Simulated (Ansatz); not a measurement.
# HgPd (Potarite): the cost of one run

Program: Ansatz 0.2.0, driven from Python. Level of theory: DFT PBEsol, plane waves, PAW. These are calculated values, not measurements.

### 1 The structure

It takes space group P4/mmm (No. 123, tetragonal). Conventional cell: a = 3.026 Å, b = 3.026 Å, c = 3.702 Å, α = 90.00°, β = 90.00°, γ = 90.00°. Hg (site symmetry 4/mmm) is surrounded by 8 Pd at 2.83 Å and 4 Hg at 3.03 Å. Around Pd (site symmetry 4/mmm) lie 8 Hg at 2.83 Å and 4 Pd at 3.03 Å.

No structure file is read: the coordinates are typed or built in the script.

### 2 The code

The input, run_relax.py:

```python
"""Relax the ions of HgPd at fixed cell."""

from pathlib import Path

import ansatz
from ase import Atoms
from ase.neighborlist import neighbor_list
import numpy as np

params = {
    "xc": "PBEsol",
    "ecut": 470,
    "k_length": 17,
    "filling": "fermi_dirac",
    "fmax": 0.02,
}

lattice = ansatz.Lattice.of(
    [3.026, 0.0, 0.0],
    [0.0, 3.026, 0.0],
    [0.0, 0.0, 3.702],
)
sites = [
    ("Hg", [0.0, 0.0, 0.0]),
    ("Pd", [0.5, 0.5, 0.5]),
]
cell = ansatz.Crystal(lattice=lattice)
for symbol, position in sites:
    cell = cell.atom(symbol, position)
# push one atom off its site

base = (
    cell.move(1, to=[0.5, 0.5, 0.52701]).calculation()
    .functional(params["xc"])
    .basis(params["ecut"])
    .kpoints(length=params["k_length"])
    .occupations(params["filling"])
    .relax(force_tolerance=params["fmax"])
)
steps = []


def collect(event):
    if event["event"] == "relax_step":
        steps.append(event["data"])


out = base.session().plan().execute(on_event=collect)
r = out.report
for s in steps:
    flag = "" if s["accepted"] else "  (rejected)"
    print("step %2d  E = %.5f eV  largest force component = %.4f eV/A%s" % (s["step"], s["lagrangian_ev"], s["allowed_force_max_ev_ang"], flag))

first, last = steps[0], steps[-1]
symbols = [site.symbol for site in out.lattice.sites]
print(f"energy gained {first['lagrangian_ev'] - last['lagrangian_ev']:.4f} eV in {len(steps) - 1} steps")

final = Atoms(symbols, positions=last["positions_ang"], cell=out.lattice.cell_ang, pbc=True)
i, j, d = neighbor_list("ijd", final, 4.5)
print("neighbours within 1.15 times the shortest distance of each atom (A)")
for atom in range(len(final)):
    near = [m for m in np.argsort(d) if i[m] == atom]
    shell = [m for m in near if d[m] < 1.15 * d[near[0]]]
    print(f"{symbols[atom]}{atom} ({len(shell)}):", ", ".join(f"{symbols[j[m]]} {d[m]:.3f}" for m in shell))

print("relaxed fractional positions")
for site in out.lattice.sites:
    print(f"  {site.symbol:2s}", " ".join(f"{v % 1:8.5f}" for v in np.round(site.position_frac, 5)))

moved = np.linalg.norm(np.array(last["positions_ang"]) - np.array(first["positions_ang"]), axis=1)
print("displacement by atom (A):", " ".join(f"{s}:{d:.3f}" for s, d in zip(symbols, moved)))

energy = r["free_energy_ev"]
print("HgPd: {:.6f} eV = {:.6f} Ry = {:.6f} Ha".format(energy, energy / 13.605693, energy / 27.211386))
print("Fermi level {:.4f} eV, {} k-points, {} symmetry operations".format(r["fermi_energy_ev"], r["n_kpoints"], r["n_symmetry_ops"]))

lines = ["| quantity | value |", "|---|---|"]
lines.append(f"| free energy per atom | {r['free_energy_ev'] / len(out.lattice.sites):.4f} eV |")
lines.append(f"| Fermi level | {r['fermi_energy_ev']:.3f} eV |")
lines.append(f"| volume per atom | {r['setup']['cell_volume_ang3'] / len(out.lattice.sites):.3f} A^3 |")
lines.append(f"| valence electrons | {r['n_electrons']:g} |")
Path("summary.md").write_text("\n".join(lines) + "\n")

print(len(r["kpoints_frac"]), "irreducible k-points (fractions, weight)")
for k, weight in list(zip(r["kpoints_frac"], r["kweights"]))[:8]:
    print("  {:8.4f} {:8.4f} {:8.4f}".format(*k), f"{weight:10.6f}")
```

### 3 Running it

The run is started by

```console
$ python run_relax.py
```

What time and memory should one allow on 1 thread of Arm Neoverse V1, shared host?

About 8.7 s, with a peak of 0.43 GiB.
